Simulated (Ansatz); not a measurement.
# CH₅BBrNSi: how energies converge with the basis set

An exercise on one series of results from a longer session: the logs are not shown, and one member is left open.

Computed with Ansatz 0.2.0, Gaussian basis. Level: one geometry, several basis sets.

The runs, in order: PBE0-D4/def2-SVP; ωB97M-V/def2-SVP; PBE0-D4/def2-QZVPP; ωB97M-V/def2-QZVPP; the functionals' def2-TZVPP values are taken from earlier runs.

## The relaxed structure

An earlier PBE0-D4 in a triple-zeta def2 set relaxation fixed the geometry.

SMILES `B[SiH](Br)N=C`, 10 atoms, charge 0, spin multiplicity 1.

Atoms are counted from 1 here; the program's logs count them from 0.

Bond lengths: B1–Si2 1.949 Å, B1–H6 1.192 Å, B1–H7 1.192 Å, Si2–Br3 2.347 Å, Si2–N4 1.704 Å, Si2–H8 1.478 Å, N4–C5 1.255 Å, C5–H9 1.095 Å, C5–H10 1.098 Å. Angles: Si2–B1–H6 118.4°, Si2–B1–H7 119.5°, H6–B1–H7 122.0°, B1–Si2–Br3 67.4°, B1–Si2–N4 123.4°, B1–Si2–H8 126.6°, Br3–Si2–N4 114.2°, Br3–Si2–H8 107.0°, N4–Si2–H8 107.6°, Si2–N4–C5 133.8°, N4–C5–H9 120.3°, N4–C5–H10 123.5°, H9–C5–H10 116.3°.

The first run:

The input, in.yaml:

```yaml
crystal:
  periodic: [false, false, false]
  atoms:
    - {symbol: B, position_ang: [0.237326, 1.234009, 1.511055]}
    - {symbol: Si, position_ang: [-0.816458, 0.049810, 0.377801]}
    - {symbol: Br, position_ang: [0.731271, -1.111285, 1.705662]}
    - {symbol: N, position_ang: [-0.562432, -0.116624, -1.298620]}
    - {symbol: C, position_ang: [0.270527, -0.748687, -1.992235]}
    - {symbol: H, position_ang: [1.245259, 1.693512, 1.069594]}
    - {symbol: H, position_ang: [-0.168461, 1.523356, 2.593751]}
    - {symbol: H, position_ang: [-2.151060, -0.505462, 0.685248]}
    - {symbol: H, position_ang: [0.270219, -0.647965, -3.082731]}
    - {symbol: H, position_ang: [1.027007, -1.421863, -1.566525]}
basis:
  gaussian: {orbitals: def2-SVP}
hamiltonian: {xc: pbe0, dispersion: d4}
output: {orbitals: {seedname: orbitals}}
```

Among the steps run: PBE0-D4 in def2-SVP; ωB97M-V in def2-SVP; PBE0-D4 in def2-QZVPP; ωB97M-V in def2-QZVPP.

One table of the session follows, with a row left open; its other results are not shown here.

It belongs to the step «Functionals by basis». 

```
functional       basis  HOMO (eV)
   PBE0-D4    def2-SVP      -7.62
   PBE0-D4  def2-TZVPP      -7.71
   PBE0-D4  def2-QZVPP      -7.72
   ωB97M-V    def2-SVP      -9.81
   ωB97M-V  def2-TZVPP      -9.89
   ωB97M-V  def2-QZVPP          ?
```

Q: Estimate the row for ωB97M-V, def2-QZVPP from the others.

The run gave: HOMO (eV): -9.90. In the column «HOMO (eV)» it is the lowest.
